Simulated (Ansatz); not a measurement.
# CH₅FOSi: up Jacob's ladder to CCSD(T)

One table from this session's results is given with a row withheld; the runs are named, their logs left out.

Program: Ansatz 0.2.0, Gaussian basis. Level of theory: functionals in def2-TZVPP, the program's frozen cores in correlated methods. These are calculated values, not measurements.

Levels to be run: LDA (SPW92), PBE-D4, revPBE-D4, BLYP-D4, r2SCAN-D4, B97M-V, PBE0-D4, B3LYP-D4, r2SCANh-D4, r2SCAN0-D4, HSE06-D4, BHLYP-D4, CAM-B3LYP-D4, LC-ωPBE, ωB97X-V, ωB97M-V, B2PLYP, PBE-QIDH; CCSD(T)/def2-SVP; CCSD(T)/def2-TZVPP; MP2/def2-QZVPP; extrapolation to the limit; RPA on PBE.

## The relaxed structure

All runs share one geometry, relaxed beforehand with PBE0-D4 in a triple-zeta def2 set.

SMILES `C[SiH](O)F`, 9 atoms, charge 0, spin multiplicity 1.

Atoms are counted from 1 here; the program's logs count them from 0.

Bond lengths: C1–Si2 1.851 Å, C1–H5 1.093 Å, C1–H6 1.093 Å, C1–H7 1.093 Å, Si2–O3 1.634 Å, Si2–F4 1.601 Å, Si2–H8 1.477 Å, O3–H9 0.958 Å. Angles: Si2–C1–H5 110.5°, Si2–C1–H6 110.6°, Si2–C1–H7 111.4°, H5–C1–H6 108.2°, H5–C1–H7 107.7°, H6–C1–H7 108.2°, C1–Si2–O3 113.2°, C1–Si2–F4 107.2°, C1–Si2–H8 113.7°, O3–Si2–F4 109.7°, O3–Si2–H8 105.3°, F4–Si2–H8 107.6°, Si2–O3–H9 119.0°.

As a file:

```
C    -1.05918    0.38268    0.20214
Si    0.59866   -0.05939   -0.49169
O     1.69982   -0.42600    0.65876
F     0.38609   -1.31920   -1.45720
H    -1.75928    0.62419   -0.60149
H    -0.98209    1.25165    0.86010
H    -1.48398   -0.44499    0.77675
H     1.21398    1.01801   -1.29255
H     1.47458   -1.07306    1.32817
```

The first run:

File in.yaml:

```yaml
crystal:
  periodic: [false, false, false]
  atoms:
    - {symbol: C, position_ang: [-1.059181, 0.382684, 0.202145]}
    - {symbol: Si, position_ang: [0.598658, -0.059391, -0.491686]}
    - {symbol: O, position_ang: [1.699823, -0.425999, 0.658760]}
    - {symbol: F, position_ang: [0.386085, -1.319198, -1.457197]}
    - {symbol: H, position_ang: [-1.759283, 0.624188, -0.601488]}
    - {symbol: H, position_ang: [-0.982086, 1.251651, 0.860097]}
    - {symbol: H, position_ang: [-1.483979, -0.444987, 0.776749]}
    - {symbol: H, position_ang: [1.213980, 1.018011, -1.292552]}
    - {symbol: H, position_ang: [1.474582, -1.073057, 1.328174]}
basis:
  gaussian: {orbitals: def2-TZVPP}
hamiltonian: {xc: lda}
output: {orbitals: {seedname: orbitals}}
```

Steps of the session up to this table: LDA; PBE-D4 (GGA); revPBE-D4 (GGA); BLYP-D4 (GGA); r2SCAN-D4 (meta-GGA); B97M-V (meta-GGA); PBE0-D4 (hybrid); B3LYP-D4 (hybrid); r2SCANh-D4 (hybrid); r2SCAN0-D4 (hybrid); HSE06-D4 (hybrid); BHLYP-D4 (hybrid); CAM-B3LYP-D4 (range-separated); LC-ωPBE-D4 (range-separated; the results give it without D4); ωB97X-V (range-separated); ωB97M-V (range-separated); B2PLYP (double hybrid); PBE-QIDH (double hybrid).

One of the session's tables, all rows but one given; the rest of the session is left out.

It belongs to the step «Frontier levels by functional». 

| functional | HOMO (eV) | LUMO (eV) | gap (eV) |
| --- | --- | --- | --- |
| LDA (SPW92) | -7.54 | -0.32 | 7.22 |
| PBE-D4 | -7.43 | -0.17 | 7.26 |
| revPBE-D4 | -7.38 | -0.10 | 7.28 |
| BLYP-D4 | ? | ? | ? |
| r2SCAN-D4 | -7.77 | 0.53 | 8.30 |
| B97M-V | -7.87 | 0.08 | 7.95 |
| PBE0-D4 | -8.90 | 0.70 | 9.60 |
| B3LYP-D4 | -8.69 | 0.32 | 9.01 |
| r2SCANh-D4 | -8.32 | 0.79 | 9.11 |
| r2SCAN0-D4 | -9.13 | 1.17 | 10.29 |
| HSE06-D4 | -8.49 | 0.33 | 8.83 |
| BHLYP-D4 | -10.30 | 1.32 | 11.62 |
| CAM-B3LYP-D4 | -10.34 | 1.46 | 11.80 |
| LC-ωPBE | -11.69 | 2.81 | 14.50 |
| ωB97X-V | -11.34 | 2.61 | 13.95 |
| ωB97M-V | -11.18 | 2.14 | 13.32 |

Q: Estimate the row for BLYP-D4 from the others.

Worked estimate for «HOMO (eV)». Against the share of exact exchange, B3LYP-D4 (0.2, -8.69), BHLYP-D4 (0.5, -10.30) give a slope of -5.37 per unit share; at 0 the line stands at -7.62.

As computed: HOMO (eV): -7.35; LUMO (eV): -0.21; gap (eV): 7.14. In «HOMO (eV)» the line misses by -0.27.
